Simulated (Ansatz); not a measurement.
# Cl₂H₂MoO₃: basis-set convergence

The task here is to estimate one member of a computed series from the others.

Method: one geometry, several basis sets; program: Ansatz 0.2.0, Gaussian basis.

Levels to be run: PBE0-D4/def2-SVP; ωB97M-V/def2-SVP; PBE0-D4/def2-QZVPP; ωB97M-V/def2-QZVPP; the functionals' def2-TZVPP values are taken from earlier runs.

2 further runs of the same task are left out: 2 for a known fault of the program. Runs told in other sessions of the task aren't counted.

**Structure used throughout**

The geometry comes from an earlier relaxation with PBE0-D4 in a triple-zeta def2 set; it is a stationary point, not always the lowest conformer. Mo takes the def2 core potential; no spin-orbit term is included.

SMILES `[O]=[Mo]([OH])([OH])([Cl])[Cl]`, 8 atoms, charge 0, spin multiplicity 1.

Atoms are counted from 1 here; the program's logs count them from 0.

Bond lengths: O1–Mo2 1.648 Å, Mo2–O3 1.903 Å, Mo2–O4 1.850 Å, Mo2–Cl5 2.272 Å, Mo2–Cl6 2.328 Å, O3–H7 0.962 Å, O4–H8 0.964 Å. Angles: O1–Mo2–O3 113.0°, O1–Mo2–O4 101.8°, O1–Mo2–Cl5 108.7°, O1–Mo2–Cl6 99.0°, O3–Mo2–O4 82.5°, O3–Mo2–Cl5 138.0°, O3–Mo2–Cl6 82.0°, O4–Mo2–Cl5 93.3°, O4–Mo2–Cl6 157.6°, Cl5–Mo2–Cl6 87.6°, Mo2–O3–H7 115.7°, Mo2–O4–H8 124.0°.

Geometry (Å):

```xyz
8

O    -1.59228   -0.68484    0.98927
Mo   -0.43860    0.06087    0.07962
O     1.32819   -0.49071    0.52097
O    -0.20857   -1.14470   -1.30516
Cl   -1.44442    1.60074   -1.25477
Cl    0.09410    1.80633    1.52457
H     1.75806    0.00785    1.22241
H     0.59562   -1.21255   -1.83262
```

The first run:

in.yaml reads:

```yaml
crystal:
  periodic: [false, false, false]
  atoms:
    - {symbol: O, position_ang: [-1.592278, -0.684839, 0.989274]}
    - {symbol: Mo, position_ang: [-0.438604, 0.060875, 0.079624]}
    - {symbol: O, position_ang: [1.328188, -0.490706, 0.520971]}
    - {symbol: O, position_ang: [-0.208570, -1.144697, -1.305158]}
    - {symbol: Cl, position_ang: [-1.444420, 1.600736, -1.254766]}
    - {symbol: Cl, position_ang: [0.094105, 1.806326, 1.524569]}
    - {symbol: H, position_ang: [1.758062, 0.007853, 1.222406]}
    - {symbol: H, position_ang: [0.595618, -1.212548, -1.832619]}
basis:
  gaussian: {orbitals: def2-SVP}
hamiltonian: {xc: pbe0, dispersion: d4}
output: {orbitals: {seedname: orbitals}}
```

The run is started by

```bash
> ansatz run in.yaml --threads 4 --pin off --events-out ev --progress --plain --max-ram 11315MiB
```

Among the steps run: PBE0-D4 in def2-SVP; ωB97M-V in def2-SVP; PBE0-D4 in def2-QZVPP; ωB97M-V in def2-QZVPP.

One of the session's tables, all rows but one given; the rest of the session is left out.

It belongs to the step «Functionals by basis». 

| functional | basis | HOMO (eV) | LUMO (eV) |
| --- | --- | --- | --- |
| PBE0-D4 | def2-SVP | -8.81 | -4.56 |
| PBE0-D4 | def2-TZVPP | -8.85 | -4.55 |
| PBE0-D4 | def2-QZVPP | ? | ? |
| ωB97M-V | def2-SVP | -10.96 | -2.47 |
| ωB97M-V | def2-TZVPP | -11.04 | -2.49 |
| ωB97M-V | def2-QZVPP | -11.07 | -2.50 |

Q: Estimate the row for PBE0-D4, def2-QZVPP from the others.

The run gave: HOMO (eV): -8.86; LUMO (eV): -4.54. In the column «HOMO (eV)» it lies between ωB97M-V, def2-SVP (-10.96) and PBE0-D4, def2-TZVPP (-8.85).
